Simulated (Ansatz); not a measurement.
# Sn4Ge3 (element-swapped structure): how the settings move a single-point run

Aim: see which settings change the result for Sn4Ge3 (element-swapped structure), by how much, and at what cost.

Computed with Ansatz 0.2.0 (reference: DFT LDA, plane waves, PAW, scalar-relativistic, no spin polarisation, unless a step's input says otherwise).

### Step 1. Starting point

Symmetry: R-3m, No. 166, trigonal system. Conventional cell: a = 4.030 Å, b = 4.030 Å, c = 35.534 Å, α = 90.00°, β = 90.00°, γ = 120.00°. Ge (site symmetry -3m) has 6 Sn at 2.88 Å as nearest neighbours. Around Sn (site symmetry 3m) lie 3 Sn at 2.88 Å and 3 Ge at 2.88 Å. Sn (site symmetry 3m) has 6 Ge at 2.88 Å as nearest neighbours. Around Ge (site symmetry 3m) lie 6 Sn at 2.88 Å.

Structure file:

```cif
data_structure
_symmetry_space_group_name_H-M 'R-3m:H'
_symmetry_Int_Tables_number 166
_cell_length_a 4.0304
_cell_length_b 4.0304
_cell_length_c 35.5344
_cell_angle_alpha 90.000
_cell_angle_beta 90.000
_cell_angle_gamma 120.000
_cell_volume 499.88
loop_
_atom_site_label
_atom_site_type_symbol
_atom_site_symmetry_multiplicity
_atom_site_Wyckoff_symbol
_atom_site_fract_x
_atom_site_fract_y
_atom_site_fract_z
_atom_site_occupancy
Ge1 Ge 3 a 0.00000 0.00000 0.00000 1
Sn1 Sn 6 c 0.00000 0.00000 0.14290 1
Sn2 Sn 6 c 0.00000 0.00000 0.28570 1
Ge2 Ge 6 c 0.33333 0.66667 0.09527 1
```

### Step 2. Baseline

input.yaml

```yaml
crystal:
  lattice:
    - [0.672829, -3.973795, 0.0]
    - [0.0, 2.043853, -3.473674]
    - [12.071206, 0.0, 0.0]
  atoms:
    - { symbol: Ge, position: [0.0, 0.0, 0.0] }
    - { symbol: Sn, position: [0.7142, 0.8571, 0.4287] }
    - { symbol: Sn, position: [0.2858, 0.1429, 0.5713] }
    - { symbol: Sn, position: [0.4286, 0.7143, 0.8571] }
    - { symbol: Sn, position: [0.5714, 0.2857, 0.1429] }
    - { symbol: Ge, position: [0.1428, 0.5714, 0.2858] }
    - { symbol: Ge, position: [0.8572, 0.4286, 0.7142] }
  symmetry: { tolerance: 0.0003 }
kpoints:
  mp_grid: { grid: [5, 5, 5], shift: [0, 0, 0] }
magnetization:
  spin_polarized: false
scf:
  occupations: { method: fermi_dirac, width: 0.0189 }
hamiltonian:
  pseudopotentials: { kind: paw }
  xc: lda
basis:
  ecutwfc: 420
output:
  forces: true
  stress: true
  eigenvalues: true
```

The run is started by

```console
$ ansatz run input.yaml --threads 1 --pin off --max-ram 2560MiB --backend cpu --events-out ev --progress --plain --runs-dir out
```

### Step 3. Changing settings: symmetry.detect false, occupations.method gaussian, occupations.width 0.2, tolerance left out

input.yaml: that of step 2 with these lines changed.

```diff
@@ -13,3 +13,3 @@
     - { symbol: Ge, position: [0.8572, 0.4286, 0.7142] }
-  symmetry: { tolerance: 0.0003 }
+  symmetry: { detect: false }
 kpoints:
@@ -19,3 +19,3 @@
 scf:
-  occupations: { method: fermi_dirac, width: 0.0189 }
+  occupations: { method: gaussian, width: 0.2 }
 hamiltonian:
```

### Step 4. Changing settings: mp_grid.grid [3, 3, 3]

input.yaml: that of step 2 with these lines changed.

```diff
@@ -15,3 +15,3 @@
 kpoints:
-  mp_grid: { grid: [5, 5, 5], shift: [0, 0, 0] }
+  mp_grid: { grid: [3, 3, 3], shift: [0, 0, 0] }
 magnetization:
@@ -29 +29,5 @@
   eigenvalues: true
+  write_density: true
+  write_potential: true
+  elf: true
+  volumetric_format: npy
```

### Step 5. Changing settings: dr2_threshold 1.0e-11, ecutrho_ratio 12

input.yaml: that of step 2 with these lines changed.

```diff
@@ -20,2 +20,3 @@
   occupations: { method: fermi_dirac, width: 0.0189 }
+  convergence: { dr2_threshold: 1.0e-11 }
 hamiltonian:
@@ -25,2 +26,3 @@
   ecutwfc: 420
+  ecutrho_ratio: 12
 output:
@@ -29 +31,5 @@
   eigenvalues: true
+  write_density: true
+  write_potential: true
+  elf: true
+  volumetric_format: npy
```

### Step 6. Variant: occupations.method cold, occupations.width 0.3

input.yaml: that of step 2 with these lines changed.

```diff
@@ -19,3 +19,3 @@
 scf:
-  occupations: { method: fermi_dirac, width: 0.0189 }
+  occupations: { method: cold, width: 0.3 }
 hamiltonian:
```

Before running it: what results should come out? Wanted: for each run, ending; energy change; pressure; gap; force.

As calculated:

| run | ending | energy change | pressure (GPa) | gap (eV) | force (eV/Å) | cycles | time |
| --- | --- | --- | --- | --- | --- | --- | --- |
| reference | converged | 0 | -1.2 | 0.00 | 0.99 | 8 | 10 s |
| 1: symmetry.detect false, occupations.method gaussian, occupations.width 0.2, tolerance left out | converged | -0.8 meV/atom (σ→0) | -1.1 | 0.00 | 0.96 | 8 | 63 s |
| 2: mp_grid.grid [3, 3, 3] | converged | +63.0 meV/atom | -0.1 | 0.00 | 1.25 | 7 | 4.7 s |
| 3: dr2_threshold 1.0e-11, ecutrho_ratio 12 | converged | 0.0 meV/atom | -1.2 | 0.00 | 0.99 | 13 | 18 s |
| 4: occupations.method cold, occupations.width 0.3 | converged | -1.1 meV/atom (σ→0) | -1.1 | 0.00 | 0.94 | 8 | 10 s |

Times don't compare one to one where runs were asked for different outputs or read a saved state (see the inputs); cycles may leave out searches for a lower state.

Residual by cycle in the longest SCF loop of each run; runs are numbered as in the table. The quantity is the density residual dr2, in eV.

| cycle | reference | run 1 | run 2 | run 3 | run 4 |
| --- | --- | --- | --- | --- | --- |
| 1 | 0.0356 | 0.0363 | 0.0401 | 0.0356 | 0.037 |
| 2 | 0.0111 | 0.0113 | 0.00945 | 0.0111 | 0.0117 |
| 3 | 0.00119 | 0.0012 | 3.1e-4 | 0.00119 | 0.00125 |
| 4 | 7.2e-5 | 9.5e-5 | 3.1e-5 | 7.2e-5 | 9.6e-5 |
| 5 | 1.9e-5 | 2.9e-5 | 2.0e-6 | 1.9e-5 | 2.9e-5 |
| 6 | 3.0e-6 | 4.3e-6 | 4.6e-7 | 3.0e-6 | 4.7e-6 |
| 8 | 2.2e-8 | 3.6e-8 | - | 2.2e-8 | 3.2e-8 |
| 9 | - | - | - | 8.8e-9 | - |
| 10 | - | - | - | 1.5e-9 | - |
| 11 | - | - | - | 1.3e-10 | - |
| 12 | - | - | - | 1.0e-11 | - |
| 13 | - | - | - | 8.8e-13 | - |

**Reading.** The table holds what each change did.

The reference has limits of its own: its mesh is coarse for a cell with so small a gap or none; the structure is made up and not relaxed.
